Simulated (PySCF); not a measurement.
**C5H13FSi2: NMR shifts in solvents**

Aim: compute the NMR shifts of C5H13FSi2 (`F[C@@H]1CCC[Si@@H]1C[SiH3]`), and see what a dielectric continuum does where one was used.

The runs use PySCF 2.14.0, with density-fitted response routines of our own; the level of theory stands in each step. All values are computed, except where a source is named. Atoms are numbered from 0 throughout.

**1. The molecule as given**

21 atoms, charge 0, multiplicity 1; geometry from: GFN2-xTB.

Bonds of the start (Å): F0–C1 1.39, C1–C2 1.53, C2–C3 1.52, C3–C4 1.53, C4–Si5 1.91, Si5–C6 1.89, C6–Si7 1.91, Si5–C1 1.93, C1–H8 1.10, C2–H9 1.09, C2–H10 1.09, C3–H11 1.09, C3–H12 1.09, C4–H13 1.09, C4–H14 1.09, Si5–H15 1.47, C6–H16 1.09, C6–H17 1.09, Si7–H18 1.47, Si7–H19 1.46, Si7–H20 1.47.

**2. Optimising the geometry at PBE0-D3(BJ)/def2-SVP**

Job settings and geometry (Å):

```
{"job": {"xc": "PBE0", "basis": "def2-SVP", "d3": "d3bj", "grid": 1, "kind": "geom"}, "charge": 0, "multiplicity": 1}
F     -0.190622    -0.138119     2.500700
C     -0.973443     0.293601     1.435990
C     -1.567279    -0.899649     0.693710
C     -1.986782    -0.411947    -0.688882
C     -0.795174     0.300679    -1.334363
Si     0.026286     1.255909     0.096551
C      1.894516     1.006217     0.281282
Si     2.534952    -0.790809     0.271375
H     -1.766242     0.895098     1.893629
H     -2.407116    -1.339451     1.235726
H     -0.788792    -1.659752     0.594674
H     -2.813643     0.293429    -0.578182
H     -2.337144    -1.244063    -1.302182
H     -1.123187     0.926083    -2.161874
H     -0.110372    -0.438151    -1.750358
H     -0.360822     2.678002     0.110017
H      2.394744     1.564182    -0.509469
H      2.203258     1.467483     1.218583
H      3.991688    -0.762165     0.438638
H      1.931546    -1.572360     1.345632
H      2.234708    -1.407273    -1.027500
```

The program printed:

```text
step   0  E = -876.22677243  max force = 0.020722
step   1  E = -876.23015969  max force = 0.002513
step   2  E = -876.23028827  max force = 0.001036
step   3  E = -876.23031335  max force = 0.000306
step   4  E = -876.23031944  max force = 0.000328
optimisation converged
```

It took 80 s on 1 thread, shared host.

Step by step:

```tsv
step	energy from step 0 (eV)	largest force component (eV/Å)
0	0.0000	1.0656
1	-0.0922	0.1292
2	-0.0957	0.0533
3	-0.0964	0.0157
4	-0.0965	0.0169
```

Distances of close pairs at the start and the end, largest changes first:

```tsv
bond	before (Å)	after (Å)	change (Å)
Si7–H19	1.459	1.491	+0.032
Si7–H18	1.467	1.496	+0.030
Si7–H20	1.469	1.497	+0.029
C6–Si7	1.908	1.882	-0.025
Si5–H15	1.474	1.498	+0.024
Si5–C6	1.894	1.878	-0.016
C6–H17	1.089	1.104	+0.015
C6–H16	1.089	1.104	+0.014
```

The end geometry stands in the next job.

```tsv
at the end point	value
point group (found at 0.08 Å tolerance)	C1
rotational constants (GHz, main isotopes)	1.774, 1.060, 0.918
dipole moment (D)	1.76
```

**3. Shielding tensors: PBE0/pcSseg-1 in chloroform**

Job settings and geometry (Å):

```
{"job": {"kind": "nmr", "xc": "PBE0", "basis": "pcSseg-1", "solvent": "chloroform", "pop": true}, "charge": 0, "multiplicity": 1}
F     -0.136296    -0.215925     2.461367
C     -0.941912     0.192475     1.409871
C     -1.525413    -0.999353     0.654937
C     -1.966671    -0.515776    -0.727910
C     -0.795909     0.232418    -1.392723
Si    -0.002051     1.176587     0.048048
C      1.857640     0.993637     0.233658
Si     2.555479    -0.753298     0.164886
H     -1.760612     0.799941     1.837795
H     -2.344774    -1.483889     1.210067
H     -0.723908    -1.751435     0.545088
H     -2.827310     0.167661    -0.616119
H     -2.323325    -1.356097    -1.344498
H     -1.118359     0.864627    -2.233203
H     -0.067635    -0.490603    -1.797769
H     -0.381554     2.625434     0.060506
H      2.355363     1.596557    -0.545685
H      2.136302     1.437348     1.205468
H      4.041467    -0.725544     0.336659
H      1.965493    -1.617193     1.227920
H      2.261636    -1.377060    -1.164247
```

With the program's defaults for keys left out, this is: GIAO PBE0/pcSseg-1 NMR shielding, non-relativistic, IEF-PCM chloroform.

The program printed:

```text
coarse grid: 17824 points
cycle   1  E = -876.4352624388  dE =  5.422e-01  |g| = 5.767e-01  |ddm| = 3.992e+00
cycle   2  E = -876.4059372883  dE =  2.933e-02  |g| = 7.126e-01  |ddm| = 9.252e-01
cycle   3  E = -876.5042980033  dE = -9.836e-02  |g| = 5.679e-02  |ddm| = 5.301e-01
cycle   4  E = -876.5046920446  dE = -3.940e-04  |g| = 3.147e-02  |ddm| = 5.738e-02
cycle   5  E = -876.5048966670  dE = -2.046e-04  |g| = 5.593e-03  |ddm| = 2.692e-02
cycle   6  E = -876.5049032060  dE = -6.539e-06  |g| = 1.406e-03  |ddm| = 6.747e-03
final grid: 161336 points
cycle   7  E = -876.5590777892  dE = -3.493e-05  |g| = 9.529e-03  |ddm| = 2.847e-02
cycle   8  E = -876.5590615536  dE =  1.624e-05  |g| = 1.304e-02  |ddm| = 1.799e-02
cycle   9  E = -876.5590992995  dE = -3.775e-05  |g| = 8.849e-04  |ddm| = 9.973e-03
cycle  10  E = -876.5590994099  dE = -1.104e-07  |g| = 3.080e-04  |ddm| = 7.656e-04
cycle  11  E = -876.5590994257  dE = -1.578e-08  |g| = 4.019e-05  |ddm| = 2.221e-04
cycle  12  E = -876.5590994260  dE = -2.899e-10  |g| = 1.648e-05  |ddm| = 5.274e-05
converged SCF energy = -876.5590994260

GIAO shielding tensors (ppm)
atom      isotropic    diamagn.    paramagn.     s11        s22        s33       span
  0 F      432.983     475.325     -42.342    397.846    402.635    498.468    100.622
  1 C       94.150     249.607    -155.457     43.997     75.319    163.135    119.138
  2 C      146.481     251.079    -104.598    125.505    152.719    161.219     35.713
  3 C      162.165     248.830     -86.665    142.077    170.779    173.639     31.563
  4 C      174.829     254.536     -79.707    160.096    171.272    193.117     33.021
  5 Si     359.882     880.884    -521.002    325.526    371.098    383.021     57.495
  6 C      198.595     257.131     -58.537    191.143    199.193    205.448     14.305
  7 Si     420.176     879.106    -458.929    390.918    405.490    464.121     73.203
  8 H       26.326      30.515      -4.189     23.443     26.833     28.703      5.260
  9 H       28.903      29.671      -0.768     24.441     26.655     35.615     11.174
 10 H       29.665      32.410      -2.745     27.028     28.517     33.449      6.422
 11 H       30.203      30.276      -0.073     25.499     27.808     37.303     11.804
 12 H       29.344      29.332       0.012     23.951     26.921     37.159     13.208
 13 H       30.361      30.568      -0.207     25.285     27.572     38.226     12.941
 14 H       30.223      32.831      -2.608     25.636     28.764     36.269     10.633
 15 H       26.928      29.666      -2.738     23.352     24.567     32.866      9.514
 16 H       31.220      29.663       1.557     25.820     28.105     39.736     13.916
 17 H       31.070      29.872       1.198     26.143     27.922     39.144     13.001
 18 H       27.236      27.745      -0.510     23.518     24.691     33.498      9.981
 19 H       27.294      29.352      -2.058     23.136     27.707     31.039      7.903
 20 H       27.279      29.306      -2.027     23.478     26.733     31.625      8.146
```

Run time: 37 s. Hardware: 1 thread, shared host.

Shifts follow as δ = σ(reference) − σ, with reference shieldings (ppm) from runs at the same level and on the same kind of geometry: 1H TMS 31.25, 13C TMS 185.2, 29Si TMS 351.9, 19F CFCl3 179.6. The references are single molecules in the same continuum, so shifts against H2O, NH3, PH3, H3PO4 or CFCl3 are not on the usual liquid scales and can be off by tens of ppm. Atoms listed in one row are averaged.

```tsv
atoms	environment	σ (ppm)	δ (ppm)
C1	sp3 CH bonded to F and Si	94.2	91.0
C2	sp3 CH2 in a ring	146.5	38.7
C3	sp3 CH2 in a ring	162.2	23.0
C4	sp3 CH2 bonded to Si	174.8	10.3
C6	sp3 CH2 bonded to 2 Si	198.6	-13.4
H8	hydrogen on an sp3 CH bonded to F and Si	26.33	4.92
H15	hydrogen on a silicon bonded to 3 C, in a 5-membered ring	26.93	4.32
H18, H19, H20	hydrogen on a silicon bonded to C	27.27	3.98
H9	hydrogen on an sp3 CH2 in a ring	28.90	2.34
H12	hydrogen on an sp3 CH2 in a ring	29.34	1.90
H10	hydrogen on an sp3 CH2 in a ring	29.66	1.58
H11	hydrogen on an sp3 CH2 in a ring	30.20	1.04
H14	hydrogen on an sp3 CH2 bonded to Si	30.22	1.02
H13	hydrogen on an sp3 CH2 bonded to Si	30.36	0.89
H17	hydrogen on an sp3 CH2 bonded to 2 Si	31.07	0.18
H16	hydrogen on an sp3 CH2 bonded to 2 Si	31.22	0.03
F0	fluorine on an sp3 carbon	433.0	-253.4
Si5	silicon bonded to 3 C, H, in a 5-membered ring	359.9	-8.0
Si7	silicon bonded to C, 3 H	420.2	-68.3
```

The run also stored atomic charges by several schemes (e):

```tsv
atoms	Mulliken	IAO	Hirshfeld	ESP fit
F0	-0.35	-0.34	-0.13	-0.28
C1	-0.09	-0.09	-0.03	0.09
C2	-0.25	-0.27	-0.08	-0.05
C3	-0.26	-0.25	-0.06	-0.12
C4	-0.55	-0.55	-0.16	-0.20
Si5	0.84	0.89	0.36	0.45
C6	-0.85	-0.83	-0.25	-0.55
Si7	0.47	0.59	0.30	0.43
```

Mayer bond orders: F0–C1 0.82, C1–C2 1.02, C2–C3 1.02, C3–C4 1.02, C4–Si5 0.93, Si5–C6 0.94, C6–Si7 0.92, Si5–C1 0.85.

Ring of atoms C1, C2, C3, C4, Si5: NICS(0) -4.8, NICS(1) -3.9, NICS(1)zz -2.0 ppm (means of both faces).

**4. Nuclear shieldings: PBE0/pcSseg-1 in dichloromethane**

Same as in step 3 but for these lines:

```diff
@@ -1,2 +1,2 @@
-{"job": {"kind": "nmr", "xc": "PBE0", "basis": "pcSseg-1", "solvent": "chloroform", "pop": true}, "charge": 0, "multiplicity": 1}
+{"job": {"kind": "nmr", "xc": "PBE0", "basis": "pcSseg-1", "solvent": "dichloromethane", "pop": false}, "charge": 0, "multiplicity": 1}
 F     -0.136296    -0.215925     2.461367
```

Method: GIAO PBE0/pcSseg-1 NMR shielding, non-relativistic, IEF-PCM dichloromethane.

The program printed:

```text
coarse grid: 17824 points
cycle   1  E = -876.4362872000  dE =  5.413e-01  |g| = 5.756e-01  |ddm| = 3.992e+00
cycle   2  E = -876.4076522058  dE =  2.863e-02  |g| = 7.085e-01  |ddm| = 9.168e-01
cycle   3  E = -876.5049718669  dE = -9.732e-02  |g| = 5.593e-02  |ddm| = 5.236e-01
cycle   4  E = -876.5053527706  dE = -3.809e-04  |g| = 3.115e-02  |ddm| = 5.627e-02
cycle   5  E = -876.5055532213  dE = -2.005e-04  |g| = 5.483e-03  |ddm| = 2.649e-02
cycle   6  E = -876.5055594861  dE = -6.265e-06  |g| = 1.376e-03  |ddm| = 6.571e-03
final grid: 161336 points
cycle   7  E = -876.5597347199  dE = -3.504e-05  |g| = 9.496e-03  |ddm| = 2.843e-02
cycle   8  E = -876.5597189089  dE =  1.581e-05  |g| = 1.295e-02  |ddm| = 1.781e-02
cycle   9  E = -876.5597560703  dE = -3.716e-05  |g| = 8.751e-04  |ddm| = 9.832e-03
cycle  10  E = -876.5597561780  dE = -1.076e-07  |g| = 3.048e-04  |ddm| = 7.499e-04
cycle  11  E = -876.5597561934  dE = -1.540e-08  |g| = 4.015e-05  |ddm| = 2.193e-04
cycle  12  E = -876.5597561937  dE = -2.826e-10  |g| = 1.634e-05  |ddm| = 5.315e-05
converged SCF energy = -876.5597561937

GIAO shielding tensors (ppm)
atom      isotropic    diamagn.    paramagn.     s11        s22        s33       span
  0 F      433.896     475.472     -41.576    398.930    403.436    499.322    100.393
  1 C       93.984     249.729    -155.746     43.598     75.040    163.313    119.715
  2 C      146.519     251.139    -104.620    125.440    152.766    161.350     35.911
  3 C      162.251     248.828     -86.577    142.110    170.870    173.774     31.664
  4 C      174.847     254.549     -79.702    160.115    171.281    193.143     33.028
  5 Si     359.709     880.883    -521.174    325.346    370.836    382.944     57.598
  6 C      198.664     257.176     -58.512    191.259    199.324    205.410     14.151
  7 Si     419.957     879.103    -459.145    390.629    405.177    464.066     73.437
  8 H       26.291      30.501      -4.210     23.412     26.791     28.669      5.257
  9 H       28.896      29.658      -0.762     24.432     26.649     35.608     11.176
 10 H       29.668      32.435      -2.766     27.034     28.522     33.448      6.414
 11 H       30.177      30.247      -0.070     25.469     27.776     37.286     11.816
 12 H       29.340      29.321       0.019     23.942     26.916     37.162     13.220
 13 H       30.346      30.551      -0.205     25.267     27.548     38.222     12.955
 14 H       30.211      32.827      -2.617     25.624     28.750     36.258     10.634
 15 H       26.939      29.686      -2.747     23.366     24.576     32.874      9.508
 16 H       31.172      29.616       1.556     25.756     28.042     39.717     13.961
 17 H       31.059      29.853       1.206     26.127     27.910     39.141     13.014
 18 H       27.246      27.761      -0.516     23.533     24.701     33.502      9.969
 19 H       27.331      29.414      -2.082     23.180     27.750     31.064      7.884
 20 H       27.270      29.306      -2.036     23.469     26.725     31.616      8.147
```

Run time: 34 s. Hardware: 1 thread, shared host.

Key values: δ C1 91.3, C2 38.8, C3 23.1, C4 10.5, H8 4.95, H15 4.30 ppm.

**5. Side by side: NMR shifts**

Shifts (ppm) of some atoms, chosen among heavy atoms and hydrogens apart, with basis size and wall time:

```tsv
run	C1	C4	H8	H16	F0	Si5	Si7	functions	time
PBE0/pcSseg-1 in chloroform	91.0	10.3	4.92	0.03	-253.4	-8.0	-68.3	215	37 s
PBE0/pcSseg-1 in dichloromethane	91.3	10.5	4.95	0.07	-253.8	-7.9	-68.1	215	34 s
```

The continuum's effect on the ground state:

```tsv
solvent	ε	polarisation energy (Eh)	μ (D)
chloroform	4.71	-0.0036	2.25
dichloromethane	8.93	-0.0044	2.35
```

**6. Summary of results**

| quantity | value |
| --- | --- |
| point group | C1 |
| rotational constants (main isotopes) | 1.77, 1.06, 0.92 GHz |
| 13C shifts against TMS (PBE0/pcSseg-1, chloroform) | 91.0, 38.7, 23.0, 10.3, -13.4 ppm |
| 1H shifts against TMS (PBE0/pcSseg-1, chloroform, means over atoms taken as alike) | 4.92, 4.32, 3.98, 2.34, 1.90, 1.58, 1.04, 1.02, 0.89, 0.18, 0.03 ppm |
| 19F shifts against CFCl3 (PBE0/pcSseg-1, chloroform) | -253.4 ppm |
| 29Si shifts against TMS (PBE0/pcSseg-1, chloroform) | -8.0, -68.3 ppm |
| range of the shift of F0 | -253.8 to -253.4 ppm |

What this shows: Over 4 steps the energy fell by 0.097 eV; of the close pairs, Si7–H19 changed most, 1.459 to 1.491 Å. At PBE0/pcSseg-1: The largest span, 119 ppm, is at C1, where the paramagnetic term is -155 ppm. Across the 2 runs the shift of F0 moves most, between -253.8 (PBE0/pcSseg-1 in dichloromethane) and -253.4 ppm (PBE0/pcSseg-1 in chloroform). The continuum holds electrostatics alone: no hydrogen bonds to the solvent, and the gas-phase geometry is kept.
